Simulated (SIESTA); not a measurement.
The system is NbRu3.

```
Ru Nb
1.0
     3.88511    0.00000    0.00000
     0.00000    3.88511    0.00000
     0.00000    0.00000    3.88511
Ru Nb
3 1
Direct
  0.50000 0.00000 0.50000
  0.50000 0.50000 0.00000
  0.00000 0.50000 0.50000
  0.00000 0.00000 0.00000
```

The cell comes from a database or a generator and needn't be the stable form of this composition.

| Quantity | Value |
| --- | --- |
| Program | SIESTA 5.4.2 |
| Task | single point |
| Functional | PBEsol |
| Potentials or basis | PseudoDojo 0.4 standard (PBEsol files) |
| Basis | DZP (energy shift 0.003 Ry; two zetas on semicore shells) |
| Grid cutoff | 800 Ry |
| Energy shift | 0.003 Ry |
| k mesh | 7 × 7 × 7 |
| Occupations | fermi-dirac, width 0.05 eV |
| Spin | no spin polarisation |

On this cell: pressure -4.0 GPa; largest force zero by symmetry; band gap on the k mesh none (metal or under the smearing width).

The same run follows on a disturbed copy (atoms moved at random, drawn with an rms of 0.05 Å):

```xyz
4
Lattice="3.8851 0.0000 0.0000 0.0000 3.8851 0.0000 0.0000 0.0000 3.8851" Properties=species:S:1:pos:R:3 pbc="T T T"
Ru    1.9348   -0.0030    1.9360
Ru    1.9630    1.9717   -0.0410
Ru   -0.0230    1.9328    1.9018
Nb    0.0051   -0.0873   -0.0118
```

**Question.** What changes?

**Answer.** The energy (extrapolated to zero smearing) moves by +15.8 meV/atom; pressure -3.2 GPa; largest force 0.940 eV/Å; band gap on the k mesh none (metal or under the smearing width).

Forces in eV/Å, atoms in the order of the input:
```
Ru   0.014  0.183 -0.228
Ru  -0.315 -0.785  0.139
Ru   0.254 -0.328  0.180
Nb   0.040  0.933 -0.105
```

Stress tensor (GPa, compression positive):
```
-3.13  0.24 -0.02
 0.24 -3.19 -0.37
-0.02 -0.37 -3.18
```

Caveats: the basis of atomic orbitals isn't converged, which shifts pressures, moduli and gaps.
